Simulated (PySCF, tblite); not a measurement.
**CH₂BCl₅Ge: geometry, infrared bands and NMR shifts**

Wanted: the infrared bands and NMR shifts of CH₂BCl₅Ge (`Cl[B](Cl)[GeH2][C](Cl)(Cl)Cl`), by calculation.

Programs: tblite 0.8.0 and PySCF 2.14.0, with density-fitted response routines of our own. Each step states its level of theory. These are calculated values for one molecule in the gas phase, unless marked as measured. Atoms count from 0, in the outputs and in this text.

### Step 1. Starting geometry

10 atoms, charge 0, multiplicity 1; geometry from: force field or distance geometry start.

Bonds of the start (Å): Cl0–B1 1.85, B1–Cl2 1.85, B1–Ge3 2.02, Ge3–C4 1.96, C4–Cl5 1.77, C4–Cl6 1.78, C4–Cl7 1.78, Ge3–H8 1.54, Ge3–H9 1.54.

### Step 2. Geometry optimisation with GFN2-xTB

Job settings and geometry (Å):

```
{"job": {"kind": "relax", "xc": "GFN2-xTB", "basis": "xTB"}, "charge": 0, "multiplicity": 1}
Cl     2.275500    -1.871500    -0.163500
B      1.816600    -0.123500     0.236200
Cl     2.986300     0.905700     1.240400
Ge     0.065100     0.652800    -0.393600
C     -1.433700    -0.343800     0.376800
Cl    -1.310200    -0.358600     2.140500
Cl    -1.420000    -2.008600    -0.246100
Cl    -2.947200     0.451300    -0.100700
H     -0.019100     2.120400     0.072700
H     -0.004400     0.580600    -1.927700
```

The run is started by

```
$ OMP_NUM_THREADS=1 python probes_run.py task.json out
```

One launch serves the whole session: the jobs run in the order shown.

**Question.** This job is followed by: GFN2-xTB harmonic vibrations, gas phase; GIAO PBE0/pcSseg-1 NMR shielding, non-relativistic, gas phase. What will the session give for the following? strongest single infrared mode (GFN2-xTB); zero-point energy (GFN2-xTB); ¹³C shifts against TMS (PBE0/pcSseg-1); ¹H shifts against TMS (PBE0/pcSseg-1, means over atoms taken as alike); ³⁵Cl shifts against HCl (PBE0/pcSseg-1, means over atoms taken as alike); ¹¹B shifts against BF3·OEt2 (PBE0/pcSseg-1); ⁷³Ge shifts against GeMe4 (PBE0/pcSseg-1).

**Answer**, as computed:

| quantity | value |
| --- | --- |
| strongest single infrared mode (GFN2-xTB) | 2049 cm⁻¹, 324 km/mol |
| zero-point energy (GFN2-xTB) | 18.0 kcal/mol |
| ¹³C shifts against TMS (PBE0/pcSseg-1) | 108.9 ppm |
| ¹H shifts against TMS (PBE0/pcSseg-1, means over atoms taken as alike) | 4.60 ppm |
| ³⁵Cl shifts against HCl (PBE0/pcSseg-1, means over atoms taken as alike) | 445, 408 ppm |
| ¹¹B shifts against BF3·OEt2 (PBE0/pcSseg-1) | 68.5 ppm |
| ⁷³Ge shifts against GeMe4 (PBE0/pcSseg-1) | -130 ppm |

Over 94 steps the energy fell by 0.522 eV; of the close pairs, B1–Cl2 changed most, 1.854 to 1.698 Å. No mode is imaginary among the 24: a minimum at this level. The strongest single mode, at 2049 cm⁻¹, moves mainly H9 and H8. Unscaled tight-binding wavenumbers are off by several per cent, some by more. Its intensities can rank the bands wrongly. C4 stands next to heavy halogen, whose spin-orbit shielding this run leaves out, so the computed shift lies too far downfield, most of all for carbon beside Br or I. Spin-orbit coupling is left out, which matters for shieldings and couplings at and beside the heavy atoms.
